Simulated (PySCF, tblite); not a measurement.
# C5H10BrFSi: geometry, infrared bands and NMR shifts

What infrared bands and NMR shifts should C5H10BrFSi (`C[C@@H]1C[C@@H](Br)C[Si@@H]1F`) show?

Programs: tblite 0.8.0 and PySCF 2.14.0, with density-fitted response routines of our own. Each step states its level of theory. These are calculated values for one molecule in the gas phase, unless marked as measured. Atoms count from 0, in the outputs and in this text.

## 1. Starting geometry

18 atoms, charge 0, multiplicity 1; geometry from: force field or distance geometry start.

Bonds of the start (Å): C0–C1 1.51, C1–C2 1.49, C2–C3 1.46, C3–Br4 1.95, C3–C5 1.51, C5–Si6 1.88, Si6–F7 1.67, Si6–C1 1.89, C0–H8 1.12, C0–H9 1.12, C0–H10 1.10, C1–H11 1.10, C2–H12 1.12, C2–H13 1.12, C3–H14 1.11, C5–H15 1.10, C5–H16 1.10, Si6–H17 1.46.

## 2. Geometry optimisation with GFN2-xTB

Job settings and geometry (Å):

```
{"job": {"kind": "relax", "xc": "GFN2-xTB", "basis": "xTB"}, "charge": 0, "multiplicity": 1}
C     -1.797500     0.707100    -0.433200
C     -0.519100     0.895000     0.349000
C      0.605200     0.915700    -0.630700
C      1.519700    -0.208000    -0.492000
Br     2.805200     0.143400     0.933900
C      0.796400    -1.469500    -0.103100
Si    -0.281700    -0.742400     1.257000
F     -1.710600    -1.573400     1.460200
H     -1.777300    -0.342000    -0.821800
H     -2.634000     0.780800     0.303400
H     -1.890300     1.404100    -1.276600
H     -0.556700     1.740700     1.049500
H      1.168900     1.859000    -0.423800
H      0.197900     0.972900    -1.673500
H      2.049900    -0.419800    -1.443300
H      0.093600    -1.823500    -0.865600
H      1.477200    -2.247000     0.283000
H      0.444400    -0.586800     2.515800
```

Command:

```
> OMP_NUM_THREADS=1 python probes_run.py task.json out
```

One launch serves the whole session: the jobs run in the order shown.

**Question.** This job is followed by: GFN2-xTB harmonic vibrations, gas phase; GIAO PBE0/pcSseg-1 NMR shielding, non-relativistic, gas phase. Predict these results of the whole session: strongest single infrared mode (GFN2-xTB); zero-point energy (GFN2-xTB); ¹³C shifts against TMS (PBE0/pcSseg-1); ¹H shifts against TMS (PBE0/pcSseg-1, means over atoms taken as alike); ⁷⁹Br shifts against HBr (PBE0/pcSseg-1); ²⁹Si shifts against TMS (PBE0/pcSseg-1); ¹⁹F shifts against CFCl3 (PBE0/pcSseg-1).

The runs gave:

| quantity | value |
| --- | --- |
| strongest single infrared mode (GFN2-xTB) | 825 cm⁻¹, 292 km/mol |
| zero-point energy (GFN2-xTB) | 87.8 kcal/mol |
| ¹³C shifts against TMS (PBE0/pcSseg-1) | 67.9, 50.0, 30.8, 20.9, 15.4 ppm |
| ¹H shifts against TMS (PBE0/pcSseg-1, means over atoms taken as alike) | 5.56, 4.90, 2.56, 1.89, 1.87, 1.64, 1.29, 1.23 ppm |
| ⁷⁹Br shifts against HBr (PBE0/pcSseg-1) | 521 ppm |
| ²⁹Si shifts against TMS (PBE0/pcSseg-1) | 34.5 ppm |
| ¹⁹F shifts against CFCl3 (PBE0/pcSseg-1) | -213.9 ppm |

In words: Over 108 steps the energy fell by 0.808 eV; of the close pairs, C2–C3 changed most, 1.455 to 1.520 Å. No mode is imaginary among the 48: a minimum at this level. The strongest single mode, at 825 cm⁻¹, moves mainly Si6 and F7. Unscaled tight-binding wavenumbers are off by several per cent, some by more. Its intensities can rank the bands wrongly. C3 stands next to heavy halogen, whose spin-orbit shielding this run leaves out, so the computed shift lies too far downfield, most of all for carbon beside Br or I. At PBE0/pcSseg-1: The widest tensor belongs to Br4: span 1472 ppm, with a paramagnetic part of -1024 ppm. Spin-orbit coupling is left out, which matters for shieldings and couplings at and beside the heavy atoms.
